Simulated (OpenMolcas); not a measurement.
# C3H8Si (SMILES CC(C)[SiH]): levels of theory compared

We compute a comparison of 6 runs (HF/STO-3G, HF/6-31G*, B2PLYP/6-31G*, PBE0/6-31G*, r2SCAN/6-31G*, B3LYP/6-31G*) of C3H8Si. 

The results are computed with OpenMolcas 26.06.

1 further run of the same task is left out (set aside as unsound or not needed).

## Step 1: The molecule

C3H8Si has 12 atoms, charge 0, and is taken as a singlet. As SMILES, `CC(C)[SiH]`. The Si4–H12 distance was set to 1.988 Å, away from the relaxed value. At this shape a bond of the SMILES string is far longer than usual.

Bond lengths: C1–C2 1.513 Å, C2–C3 1.532 Å, C2–Si4 1.900 Å, C1–H5 1.093 Å, C1–H6 1.093 Å, C1–H7 1.096 Å, C2–H8 1.091 Å, C3–H9 1.089 Å, C3–H10 1.146 Å, C3–H11 1.090 Å. Some angles: C1–C2–C3 114.4°, C1–C2–Si4 122.7°, C3–C2–Si4 84.0°, C1–C2–H8 111.2°, C3–C2–H8 110.2°, Si4–C2–H8 111.4°, C2–C1–H5 111.1°, C2–C1–H6 110.7°, C2–C1–H7 112.0°, C2–C3–H9 112.0°. A long bond or contact: Si4–H12 1.988 Å.

## Step 2: The energy at HF/STO-3G (run 1)

Input file input.xyz:

```xyz
12

C     -0.041357     0.541865    -1.242623
C      0.309343    -0.801435    -0.640023
C      1.001643    -0.722635     0.724277
Si    -0.957257    -1.870835     0.287777
H     -0.628357     0.422365    -2.156323
H     -0.638857     1.133765    -0.544223
H      0.851943     1.121265    -1.502223
H      0.905943    -1.399535    -1.330223
H      0.962143     0.280765     1.145177
H      0.496443    -1.376035     1.518777
H      2.019243    -1.112635     0.728677
H     -1.874800    -0.288600     1.067000
```

Input file test.inp:

```
* C3H8Si Hartree-Fock

&GATEWAY
 BasLib=$CurrDir
 Coord=input.xyz
 Basis=STO-3G
 Group=NoSym

&SEWARD

&SCF
 Thresholds=1e-10 1e-07 1e-07 1e-05
 PrOrbitals=1 2
```

The basis set STO-3G is read from a file made from the Basis Set Exchange's data (not shown).

Run with:

```bash
export MOLCAS_MEM=1860
pymolcas test.inp > test.log
```

Output:

```text
--- Start Module: gateway ---
[...]
--- Stop Module: gateway /rc=_RC_ALL_IS_WELL_ ---
--- Start Module: seward ---
[...]
      Basis functions           32
--- Stop Module: seward /rc=_RC_ALL_IS_WELL_ ---
--- Start Module: scf ---
[...]
       Convergence after  12 Iterations
[...]
::    Total SCF energy                               -402.3217605952
[...]
      Total spin, S                                     0.0000000000
[...]
      Total electronic charge=   40.000000
      Total            charge=   -0.000000
[...]
      Dipole Moment (debye):
      Origin of the operator (angstrom)=   -0.1310   -0.9072   -0.0962
                   X=  1.0570E+00               Y= -8.5592E-01               Z= -3.0147E-01           Total=  1.3931E+00
      Quadrupole Moment (debye*angstrom):
[...]
--- Stop Module: scf /rc=_RC_ALL_IS_WELL_ ---
[...]
```

It took 1.7 s on 1 thread of Intel Xeon Platinum 8375C at 2.90GHz (Ice Lake), shared host; peak memory 0.37 GiB.

## Step 3: The energy at HF/6-31G(d) (spherical functions) (run 2)

input.xyz is that of step 2.

Input file mol.input:

```
&GATEWAY
 BasLib
 $CurrDir
 Coord
 input.xyz
 Basis
 6-31Gs
 Group
 NoSym

&SEWARD

&SCF
 Thresholds
 1e-10 1e-07 1e-07 1e-05
 PrOrbitals
 1 1
```

The basis set 6-31G* is read from a file made from the Basis Set Exchange's data (not shown).

Run with:

```bash
export MOLCAS_MEM=1860
pymolcas mol.input > mol.log
```

Output:

```text
--- Start Module: gateway ---
[...]
--- Stop Module: gateway /rc=_RC_ALL_IS_WELL_ ---
--- Start Module: seward ---
[...]
      Basis functions           76
--- Stop Module: seward /rc=_RC_ALL_IS_WELL_ ---
[...]
--- Start Module: scf ---
[...]
       Convergence after  13 Iterations
[...]
::    Total SCF energy                               -407.0590470259
[...]
      Total spin, S                                     0.0000000000
[...]
      Total electronic charge=   40.000000
      Total            charge=   -0.000000
[...]
      Dipole Moment (debye):
      Origin of the operator (angstrom)=   -0.1310   -0.9072   -0.0962
                   X=  2.1952E+00               Y=  1.9845E-01               Z= -8.6289E-01           Total=  2.3671E+00
      Quadrupole Moment (debye*angstrom):
[...]
--- Stop Module: scf /rc=_RC_ALL_IS_WELL_ ---
[...]
```

It took 4.5 s on 1 thread of Intel Xeon Platinum 8375C at 2.90GHz (Ice Lake), shared host; peak memory 0.43 GiB.

Run 3 isn't shown in full; the table further down has it.

## Step 4: The energy at PBE0/6-31G(d) (spherical functions) (run 4)

Input file test.inp:

```
* C3H8Si Kohn-Sham DFT

&gateway
 baslib=$CurrDir
 coord
 12
 angstrom
 C       -0.041357       0.541865      -1.242623
 C        0.309343      -0.801435      -0.640023
 C        1.001643      -0.722635       0.724277
 Si      -0.957257      -1.870835       0.287777
 H       -0.628357       0.422365      -2.156323
 H       -0.638857       1.133765      -0.544223
 H        0.851943       1.121265      -1.502223
 H        0.905943      -1.399535      -1.330223
 H        0.962143       0.280765       1.145177
 H        0.496443      -1.376035       1.518777
 H        2.019243      -1.112635       0.728677
 H       -1.874800      -0.288600       1.067000
 basis=6-31Gs
 group=NoSym

&seward
 gridinput
 Grid=UltraFine
 End of Grid

&scf
 ksdft=PBE0
 thresholds=1e-10 1e-07 1e-07 1e-05
 prorbitals=1 2
```

The basis set 6-31G* is read from a file made from the Basis Set Exchange's data (not shown).

Run with:

```bash
export MOLCAS_MEM=1860
pymolcas test.inp > test.log
```

Output:

```text
--- Start Module: gateway ---
[...]
--- Stop Module: gateway /rc=_RC_ALL_IS_WELL_ ---
--- Start Module: seward ---
[...]
      Basis functions           76
--- Stop Module: seward /rc=_RC_ALL_IS_WELL_ ---
[...]
--- Start Module: scf ---
[...]
       Convergence after  15 Iterations
[...]
::    Total KS-DFT energy                            -408.2333350785
[...]
      Total spin, S                                     0.0000000000
[...]
      Total electronic charge=   40.000000
      Total            charge=   -0.000000
[...]
      Dipole Moment (debye):
      Origin of the operator (angstrom)=   -0.1310   -0.9072   -0.0962
                   X=  2.2006E+00               Y=  4.6173E-01               Z= -7.2775E-01           Total=  2.3634E+00
      Quadrupole Moment (debye*angstrom):
[...]
--- Stop Module: scf /rc=_RC_ALL_IS_WELL_ ---
[...]
```

Run time: 26 s. Hardware: 1 thread of Intel Xeon Platinum 8375C at 2.90GHz (Ice Lake), shared host; peak memory 0.43 GiB.

Run 5 isn't shown in full; the table further down has it.

## Step 5: The energy at B3LYP/6-31G(d) (Cartesian functions) (run 6)

Input file run.inp:

```
&GATEWAY
BasLib=$CurrDir
BasisSet
C.6-31Gs....
C1 -0.041357 0.541865 -1.242623 angstrom
C2 0.309343 -0.801435 -0.640023 angstrom
C3 1.001643 -0.722635 0.724277 angstrom
End of Basis
BasisSet
Si.6-31Gs....
Si4 -0.957257 -1.870835 0.287777 angstrom
End of Basis
BasisSet
H.6-31Gs....
H5 -0.628357 0.422365 -2.156323 angstrom
H6 -0.638857 1.133765 -0.544223 angstrom
H7 0.851943 1.121265 -1.502223 angstrom
H8 0.905943 -1.399535 -1.330223 angstrom
H9 0.962143 0.280765 1.145177 angstrom
H10 0.496443 -1.376035 1.518777 angstrom
H11 2.019243 -1.112635 0.728677 angstrom
H12 -1.874800 -0.288600 1.067000 angstrom
End of Basis
&SEWARD
GridInput
Grid=UltraFine
End of Grid
&SCF
KSDFT=B3LYP
Thresholds=1e-10 1e-07 1e-07 1e-05
PrOrbitals=1
```

The basis set 6-31G* is read from a file made from the Basis Set Exchange's data (not shown).

Run with:

```bash
export MOLCAS_MEM=1860
pymolcas run.inp > run.log
```

Output:

```text
--- Start Module: gateway ---
[...]
--- Stop Module: gateway /rc=_RC_ALL_IS_WELL_ ---
--- Start Module: seward ---
[...]
      Basis functions           80
--- Stop Module: seward /rc=_RC_ALL_IS_WELL_ ---
[...]
--- Start Module: scf ---
[...]
       Convergence after  14 Iterations
[...]
::    Total KS-DFT energy                            -408.5315056453
[...]
      Total spin, S                                     0.0000000000
[...]
      Total electronic charge=   40.000000
      Total            charge=   -0.000000
[...]
      Dipole Moment (debye):
      Origin of the operator (angstrom)=   -0.1310   -0.9072   -0.0962
                   X=  2.1627E+00               Y=  3.3214E-01               Z= -7.2464E-01           Total=  2.3050E+00
      Quadrupole Moment (debye*angstrom):
[...]
--- Stop Module: scf /rc=_RC_ALL_IS_WELL_ ---
[...]
```

Wall time 28 s (1 thread of Intel Xeon Platinum 8375C at 2.90GHz (Ice Lake), shared host); peak memory 0.45 GiB.

## Step 6: The series

```tsv
run	level	frozen core orbitals	integration grid	energy (Eh)	dipole moment (D)	HOMO energy (eV)	LUMO energy (eV)	wall time
1	HF/STO-3G	–	–	-402.321761	1.39	-5.71	7.10	1.7 s
2	HF/6-31G* (spherical functions)	–	–	-407.059047	2.37	-8.51	1.74	4.5 s
3	B2PLYP/6-31G* (spherical functions)	8	UltraFine	-408.205995	2.30	-7.01	-0.20	29 s
4	PBE0/6-31G* (spherical functions)	–	UltraFine	-408.233335	2.36	-6.17	-1.44	26 s
5	r2SCAN/6-31G* (spherical functions)	–	UltraFine	-408.392824	2.45	-5.36	-2.13	38 s
6	B3LYP/6-31G* (Cartesian functions)	–	UltraFine	-408.531506	2.30	-5.96	-1.59	28 s
```

## Step 7: Summary of results

| quantity | value |
| --- | --- |
| run 6: total energy | -408.53151 Eh |
| run 6: dipole moment | 2.30 D |
| run 6: HOMO energy | -5.96 eV |
| run 6: LUMO energy | -1.59 eV |
| run 6: HOMO–LUMO gap | 4.38 eV |

What this shows: The dipole moment (its size) runs from 1.39 D (HF/STO-3G) to 2.45 D (r2SCAN/6-31G*). The two ends differ in method and basis. The HOMO–LUMO gap runs from 3.23 eV (r2SCAN/6-31G*) to 12.82 eV (HF/STO-3G). For B2PLYP the log adds the whole second-order term; the table takes 0.27 of it, as the functional is defined. Totals of different functionals can't be ranked against each other. In run 1 the basis is minimal, so the values are rough. All runs together took 2.1 min, the longest 38 s.
